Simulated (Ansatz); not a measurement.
**C₃H₉AlS: one species, many methods**

One table from this session's results is given with a row withheld; the runs are named, their logs left out.

Computed with Ansatz 0.2.0, Gaussian basis. Level: functionals in def2-TZVPP, the program's frozen cores in correlated methods.

Levels to be run: LDA (SPW92), PBE-D4, revPBE-D4, BLYP-D4, r2SCAN-D4, B97M-V, PBE0-D4, B3LYP-D4, r2SCANh-D4, r2SCAN0-D4, HSE06-D4, BHLYP-D4, CAM-B3LYP-D4, LC-ωPBE, ωB97X-V, ωB97M-V, B2PLYP, PBE-QIDH; CCSD(T)/def2-SVP; CCSD(T)/def2-TZVPP; MP2/def2-QZVPP; extrapolation to the limit; RPA on PBE.

## The geometry

An earlier PBE0-D4 in a triple-zeta def2 set relaxation fixed the geometry.

SMILES `C[CH2][Al]([CH3])[SH]`, 14 atoms, charge 0, spin multiplicity 1.

Atoms are counted from 1 here; the program's logs count them from 0.

Bond lengths: C1–C2 1.526 Å, C1–H6 1.094 Å, C1–H7 1.094 Å, C1–H8 1.094 Å, C2–Al3 1.960 Å, C2–H9 1.098 Å, C2–H10 1.098 Å, Al3–C4 1.949 Å, Al3–S5 2.195 Å, C4–H11 1.092 Å, C4–H12 1.095 Å, C4–H13 1.095 Å, S5–H14 1.344 Å. Angles: C2–C1–H6 112.2°, C2–C1–H7 111.7°, C2–C1–H8 111.7°, H6–C1–H7 107.0°, H6–C1–H8 107.0°, H7–C1–H8 107.0°, C1–C2–Al3 117.4°, C1–C2–H9 110.2°, C1–C2–H10 110.2°, Al3–C2–H9 107.0°, Al3–C2–H10 107.0°, H9–C2–H10 104.3°, C2–Al3–C4 123.8°, C2–Al3–S5 119.3°, C4–Al3–S5 116.9°, Al3–C4–H11 112.5°, Al3–C4–H12 110.9°, Al3–C4–H13 111.0° and more.

Coordinates:

```xyz
14
charge 0, multiplicity 1
C    -0.6795    2.0652   -0.0098
C     0.0180    0.9012    0.6895
Al    0.1333   -0.7972   -0.2817
C     0.9708   -2.4030    0.4371
S    -0.7218   -0.9421   -2.2986
H    -0.6953    2.9684    0.6075
H    -0.1835    2.3276   -0.9486
H    -1.7184    1.8256   -0.2534
H    -0.4707    0.6884    1.6500
H     1.0435    1.1836    0.9637
H     0.9528   -3.2354   -0.2702
H     0.4659   -2.7309    1.3519
H     2.0151   -2.2147    0.7070
H    -1.1430    0.3341   -2.3156
```

Set-up of the first run:

Contents of in.yaml:

```yaml
crystal:
  periodic: [false, false, false]
  atoms:
    - {symbol: C, position_ang: [-0.679487, 2.065182, -0.009776]}
    - {symbol: C, position_ang: [0.017957, 0.901209, 0.689455]}
    - {symbol: Al, position_ang: [0.133256, -0.797165, -0.281717]}
    - {symbol: C, position_ang: [0.970794, -2.403034, 0.437111]}
    - {symbol: S, position_ang: [-0.721806, -0.942127, -2.298643]}
    - {symbol: H, position_ang: [-0.695256, 2.968398, 0.607532]}
    - {symbol: H, position_ang: [-0.183509, 2.327648, -0.948550]}
    - {symbol: H, position_ang: [-1.718444, 1.825603, -0.253365]}
    - {symbol: H, position_ang: [-0.470713, 0.688420, 1.649962]}
    - {symbol: H, position_ang: [1.043499, 1.183649, 0.963665]}
    - {symbol: H, position_ang: [0.952778, -3.235444, -0.270180]}
    - {symbol: H, position_ang: [0.465864, -2.730931, 1.351863]}
    - {symbol: H, position_ang: [2.015140, -2.214735, 0.706984]}
    - {symbol: H, position_ang: [-1.142974, 0.334129, -2.315640]}
basis:
  gaussian: {orbitals: def2-TZVPP}
hamiltonian: {xc: lda}
output: {orbitals: {seedname: orbitals}}
```

Command:

```
$ ansatz run in.yaml --threads 4 --pin off --events-out ev --progress --plain --max-ram 10444MiB
```

Steps of the session up to this table: LDA; PBE-D4 (GGA); revPBE-D4 (GGA); BLYP-D4 (GGA); r2SCAN-D4 (meta-GGA); B97M-V (meta-GGA); B3LYP-D4 (hybrid); r2SCANh-D4 (hybrid); r2SCAN0-D4 (hybrid); HSE06-D4 (hybrid); BHLYP-D4 (hybrid); CAM-B3LYP-D4 (range-separated); LC-ωPBE (range-separated); ωB97X-V (range-separated); ωB97M-V (range-separated); B2PLYP (double hybrid); PBE-QIDH (double hybrid).

One of the session's tables, all rows but one given; the rest of the session is left out.

It belongs to the step «Frontier levels by functional». 

| functional | HOMO (eV) | gap (eV) |
| --- | --- | --- |
| LDA (SPW92) | -6.38 | 4.93 |
| PBE-D4 | -6.27 | 5.05 |
| revPBE-D4 | -6.22 | 5.12 |
| BLYP-D4 | -6.09 | 5.01 |
| r2SCAN-D4 | -6.52 | 5.63 |
| B97M-V | -6.58 | 5.59 |
| PBE0-D4 | -7.46 | 7.02 |
| B3LYP-D4 | -7.20 | 6.56 |
| r2SCANh-D4 | -6.98 | 6.35 |
| r2SCAN0-D4 | ? | ? |
| HSE06-D4 | -7.06 | 6.25 |
| BHLYP-D4 | -8.49 | 8.84 |
| CAM-B3LYP-D4 | -8.77 | 9.27 |
| LC-ωPBE | -10.19 | 11.77 |
| ωB97X-V | -9.83 | 11.27 |
| ωB97M-V | -9.66 | 10.82 |

**Question.** Estimate the row for r2SCAN0-D4.

Worked estimate for «HOMO (eV)». Against the share of exact exchange, r2SCAN-D4 (0, -6.52), r2SCANh-D4 (0.1, -6.98) give a slope of -4.60 per unit share; at 0.25 the line stands at -7.67.

**Answer.** HOMO (eV): -7.65; gap (eV): 7.40. In «HOMO (eV)» the line misses by -0.02.
